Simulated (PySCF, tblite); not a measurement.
**C₆H₈AlNO: geometry, infrared bands and NMR shifts**

Wanted: the infrared bands and NMR shifts of C₆H₈AlNO (`O=Cc1ccc[n+]([AlH3-])c1`), by calculation.

Programs: tblite 0.8.0 and PySCF 2.14.0, with density-fitted response routines of our own. Each step states its level of theory. These are calculated values for one molecule in the gas phase, unless marked as measured. Atoms are numbered from 0 throughout.

### Step 1. Starting geometry

17 atoms, charge 0, multiplicity 1; geometry from: force field or distance geometry start.

Bonds of the start (Å): O0–C1 1.25, C1–C2 1.48, C2–C3 1.41, C3–C4 1.39, C4–C5 1.39, C5–N6 1.36, N6–Al7 1.93, N6–C8 1.36, C8–C2 1.40, C1–H9 1.09, C3–H10 1.08, C4–H11 1.08, C5–H12 1.09, Al7–H13 1.60, Al7–H14 1.59, Al7–H15 1.59, C8–H16 1.08.

### Step 2. Geometry optimisation with GFN2-xTB

Job settings and geometry (Å):

```
{"job": {"kind": "relax", "xc": "GFN2-xTB", "basis": "xTB"}, "charge": 0, "multiplicity": 1}
O     -3.766800    -0.785000    -0.028700
C     -2.603500    -1.203600    -0.181200
C     -1.430400    -0.315600    -0.003800
C     -1.605700     1.051000     0.304400
C     -0.489400     1.864600     0.463600
C      0.782600     1.328100     0.279100
N      0.941700     0.010500    -0.021800
Al     2.716000    -0.694700    -0.283400
C     -0.134400    -0.814800    -0.172600
H     -2.449800    -2.251900    -0.415100
H     -2.595600     1.464300     0.447200
H     -0.614000     2.910900     0.700300
H      1.645200     1.976800     0.400400
H      2.739500    -2.243700     0.118700
H      3.746800     0.115400     0.618900
H      3.107300    -0.546900    -1.813600
H      0.003500    -1.853500    -0.422400
```

Run with:

```sh
$ OMP_NUM_THREADS=1 python probes_run.py task.json out
```

The driver reads the jobs from task.json and runs them one after another.

**Question.** This job is followed by: GFN2-xTB harmonic vibrations, gas phase; GIAO PBE0/pcSseg-1 NMR shielding, non-relativistic, gas phase. What will the session give for the following? strongest single infrared mode (GFN2-xTB); zero-point energy (GFN2-xTB); 13C shifts against TMS (PBE0/pcSseg-1); 1H shifts against TMS (PBE0/pcSseg-1, means over atoms taken as alike); 17O shifts against H2O (PBE0/pcSseg-1); 15N shifts against NH3 (PBE0/pcSseg-1); 27Al shifts against AlH4- (PBE0/pcSseg-1).

As calculated:

| quantity | value |
| --- | --- |
| strongest single infrared mode (GFN2-xTB) | 758 cm⁻¹, 648 km/mol |
| zero-point energy (GFN2-xTB) | 71.2 kcal/mol |
| 13C shifts against TMS (PBE0/pcSseg-1) | 193.0, 158.6, 158.1, 146.3, 137.1, 131.2 ppm |
| 1H shifts against TMS (PBE0/pcSseg-1, means over atoms taken as alike) | 10.34, 9.56, 9.40, 8.97, 8.00, 4.62 ppm |
| 17O shifts against H2O (PBE0/pcSseg-1) | 688.1 ppm |
| 15N shifts against NH3 (PBE0/pcSseg-1) | 289.2 ppm |
| 27Al shifts against AlH4- (PBE0/pcSseg-1) | 77.9 ppm |

In words: Relaxing lowered the energy by 0.537 eV in 52 steps; the close pair that moved most is N6–Al7, from 1.927 to 1.999 Å. The lowest mode is imaginary (72i cm⁻¹), so the xTB geometry is not a minimum. The strongest single mode, at 758 cm⁻¹, moves mainly H13 and H14. GFN2-xTB is a fitted tight-binding method: band positions and strengths are rough. Its intensities can rank the bands wrongly. C1 (aldehyde carbonyl carbon) lies farthest downfield among carbon, at 193.0 ppm; low-lying n→π* states of the double bond to the heteroatom give a large paramagnetic term (-249 ppm). The most deshielded hydrogen is H9 (hydrogen on an aldehyde carbonyl carbon), at 10.34 ppm: the C=O anisotropy and electron withdrawal place aldehyde protons far downfield. At PBE0/pcSseg-1: Shielding is most anisotropic at O0 (span 1407 ppm, paramagnetic term -748 ppm). NICS(1)zz of -26 ppm above the planar ring from C2 marks a diatropic (aromatic) ring current.
